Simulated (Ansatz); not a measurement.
# Al3Si: the cost of one run

Method: DFT PBE, scalar-relativistic, plane waves, PAW, in Ansatz 0.2.0.

## (1) The structure to begin with

The structure is monoclinic, space group C2/m (No. 12). The conventional cell has a = 4.423 Å, b = 3.147 Å, c = 8.797 Å, α = 90.00°, β = 90.34°, γ = 90.00°. Al (site symmetry m) is surrounded by 10 Al at 2.37 to 3.15 Å and 2 Si at 3.06 Å. Around Al (site symmetry 2/m) lie 12 Al at 2.37 to 2.88 Å. Si (site symmetry 2/m) is surrounded by 6 Si at 2.71 to 3.15 Å and 4 Al at 3.06 Å.

Coordinates:

```xyz
4
Lattice="2.2116 -1.5733 0.0000 2.2116 1.5733 0.0000 -0.0516 0.0000 8.7966" Properties=species:S:1:pos:R:3 pbc="T T T"
Al    2.2368    0.0000    6.1741
Al   -0.0258    0.0000    4.3983
Al    2.1348    0.0000    2.6225
Si    0.0000    0.0000    0.0000
```

Recipe of the guess: VFe3 type (Cmmm) distorted into a subgroup (C2/m, No. 12). Lengths come from tabulated atomic sizes and are only a guess.

## (2) A first look at the guess

The input, input.yaml:

```yaml
crystal:
  lattice:
    - [2.21164296, -1.57326009, 0.0]
    - [2.21164296, 1.57326009, 0.0]
    - [-0.05162806, 0.0, 8.79661809]
  atoms:
    - { symbol: Al, position: [0.51389022, 0.51389022, 0.70187374] }
    - { symbol: Al, position: [0.0, 0.0, 0.5] }
    - { symbol: Al, position: [0.48610978, 0.48610978, 0.29812626] }
    - { symbol: Si, position: [0.0, 0.0, 0.0] }
basis:
  ecutwfc: 420
kpoints:
  mp_grid: { grid: [6, 6, 2] }
hamiltonian:
  xc: pbe
scf:
  occupations: { method: gaussian, width: 0.1 }
  lower_state_search: "off"
output:
  forces: true
  stress: true
  eigenvalues: true
```

The run is started by

```
$ ansatz run input.yaml --threads 1 --pin off --max-ram 2560MiB --backend cpu --events-out ev --progress --plain --runs-dir out
```

What time and memory should one allow on 1 thread of Intel Xeon at 2.50GHz (Skylake/Cascade Lake), shared host?

About 2.8 s, with a peak of 0.32 GiB.
